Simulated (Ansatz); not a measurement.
# Sn: the cost of one run

Program: Ansatz 0.2.0 through its Python package. Level of theory: DFT LDA, plane waves, PAW. These are calculated values, not measurements.

**1. Starting point**

It takes space group I4/mmm (No. 139, tetragonal). Conventional cell: a = 3.182 Å, b = 3.182 Å, c = 5.831 Å, α = 90.00°, β = 90.00°, γ = 90.00°. Around Sn (site symmetry 4/mmm) lie 4 Sn at 3.18 Å.

The script holds or builds the structure itself.

**2. Script**

File sn.py:

```python
# -*- coding: utf-8 -*-
"""Cutoff test for Sn."""

import warnings

import ansatz as az
import matplotlib.pyplot as plt
import numpy as np

config = {
    "functional": "lda",
    "sigma": 0.3,
}


def main():
    warnings.simplefilter("ignore", az.DeckWarning)

    vectors = np.array([
        [-1.59075, 1.59075, 2.91565],
        [1.59075, -1.59075, 2.91565],
        [1.59075, 1.59075, -2.91565],
    ])
    structure = az.Lattice.of(vectors).atom("Sn", [0.0, 0.0, 0.0])

    model = (
        structure.calculation()
        .functional(config["functional"])
        .kpoints(13, shift=0.5)
        .occupations(az.OccupationsMethod.FERMI_DIRAC, width=config["sigma"])
        .mixing("msr1", preconditioner="kerker_dos")
        .initial_density(normalization="atom")
        .forces()
        .stress()
    )

    rows = []
    for value in [250, 300, 350, 400, 450]:
        rep = model.basis(value).run(threads=1).report
        rows.append((value, rep["free_energy_ev"] / len(rep["lattice"]["sites"]), rep["n_iterations"], sum(rep["stress_gpa"][i][i] for i in range(3)) / 3, max(abs(f) for row in rep["forces_ev_ang"] for f in row), rep["n_pw"]))

    print(" cutoff (eV)   F/atom (eV)    iterations       P (GPa)  max component (eV/A)   plane waves")
    for row in rows:
        print(f"{str(row[0]):>12s}  {row[1]:12.5f}  {row[2]:12d}  {row[3]:12.3f}  {row[4]:20.4f}  {row[5]:12d}")

    # the last row is the reference
    for row in rows[:-1]:
        shift = 1000 * (row[1] - rows[-1][1])
        print(f"{row[0]}: {shift:+.2f} meV/atom" + ("  (within 1 meV)" if abs(shift) < 1 else ""))
    plt.figure(figsize=(4.5, 3))
    plt.plot([str(row[0]) for row in rows], [1000 * (row[1] - rows[-1][1]) for row in rows], "o-")
    plt.xlabel("cutoff (eV)")
    plt.ylabel("F - F(last) (meV/atom)")
    plt.tight_layout()
    plt.savefig("ecut.png", dpi=100)


if __name__ == "__main__":
    main()
```

**3. The calls as engine input**

The package turns the script's settings into the engine's input (first run):

```yaml
crystal:
  lattice:
    - [-1.59075, 1.59075, 2.91565]
    - [1.59075, -1.59075, 2.91565]
    - [1.59075, 1.59075, -2.91565]
  atoms:
    - { symbol: Sn, position: [0.0, 0.0, 0.0] }
basis:
  ecutwfc: 250.0
kpoints:
  mp_grid:
    grid: [13, 13, 13]
    shift: [0.5, 0.5, 0.5]
hamiltonian:
  xc: lda
scf:
  mixing:
    algorithm: msr1
    preconditioner: kerker_dos
  occupations:
    method: fermi_dirac
    width: 0.3
  initial_density:
    normalization: atom
output:
  forces: true
  stress: true
```

**4. The run**

Launch:

```bash
$ python sn.py
```

What time and memory should one allow on 1 thread of Intel Xeon Platinum 8259CL at 2.50GHz (Skylake/Cascade Lake), shared host?

About 18 s, with a peak of 0.48 GiB.
